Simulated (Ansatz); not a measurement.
This script drives the Python package of Ansatz (0.2.0).

The script, `smear_taos3.py`:
```python
'''How the energy of TaOs3 depends on the smearing.'''

from dataclasses import dataclass
import warnings

import ansatz as az
from ase import Atoms


@dataclass(frozen=True)
class Settings:
    functional: str = 'lda'
    kmesh: tuple[int, ...] = (9, 9, 3)


settings = Settings()

warnings.simplefilter('ignore', az.DeckWarning)

atoms = Atoms(
    ['Ta', 'Os', 'Os', 'Os'],
    scaled_positions=[
        (2 / 3, 1 / 3, 0.0),
        (2 / 3, 1 / 3, 0.5),
        (1 / 3, 2 / 3, 0.26479),
        (1 / 3, 2 / 3, 0.73521),
    ],
    cell=[
        (2.78765, 0.0, 0.0),
        (-1.39382, 2.41417, 0.0),
        (0.0, 0.0, 9.08699),
    ],
    pbc=True,
)
crystal = az.Crystal.from_ase(atoms)

model = crystal.calculation().functional(settings.functional).kpoints(*settings.kmesh, center='gamma').stress()

rows = []
for value in [0.3, 0.2, 0.1, 0.05]:
    data = model.occupations('methfessel_paxton', width=value).run(threads=1).report
    rows.append((value, data['free_energy_ev'] / len(data['lattice']['sites']), data['n_iterations'], sum(data['stress_gpa'][i][i] for i in range(3)) / 3, data['n_kpoints']))

print('  width (eV)   F/atom (eV)    iterations       P (GPa)      k-points')
for row in rows:
    print(f'{str(row[0]):>12s}  {row[1]:12.5f}  {row[2]:12d}  {row[3]:12.3f}  {row[4]:12d}')

# the last row is the reference
for row in rows[:-1]:
    shift = 1000 * (row[1] - rows[-1][1])
    print(f'{row[0]}: {shift:+.2f} meV/atom' + ('  (within 1 meV)' if abs(shift) < 1 else ''))
```

It is started by `python smear_taos3.py`. How long does it take on 1 thread of Arm Neoverse V1, with other jobs on the host, and how much memory does it need?

It took about 18 s, with a peak of 0.39 GiB, for 4 runs of the engine.

```console
$ python smear_taos3.py
  width (eV)   F/atom (eV)    iterations       P (GPa)      k-points
         0.3  -10759.45137             6       -16.348            24
         0.2  -10759.45141             6       -16.385            24
         0.1  -10759.45126             6       -16.486            24
        0.05  -10759.45129             6       -16.525            24
0.3: -0.08 meV/atom  (within 1 meV)
0.2: -0.12 meV/atom  (within 1 meV)
0.1: +0.03 meV/atom  (within 1 meV)
```

Notes:
- The run is spin-unpolarised.
- The mesh is modest for a metal, so energies can be off by several to tens of meV an atom and pressures by half a GPa or more; differences at equal mesh fare better.
- The narrowest width needs the finest mesh, so the last row is no converged reference.
- Pressure is positive in compression.
- Spin-orbit coupling, which matters for elements this heavy, is left out.
- At these settings the cell as given stands under about -16 GPa, so it isn't at this functional's equilibrium volume.
- The structure comes from a database of computed cells and needn't be a stable or known phase.
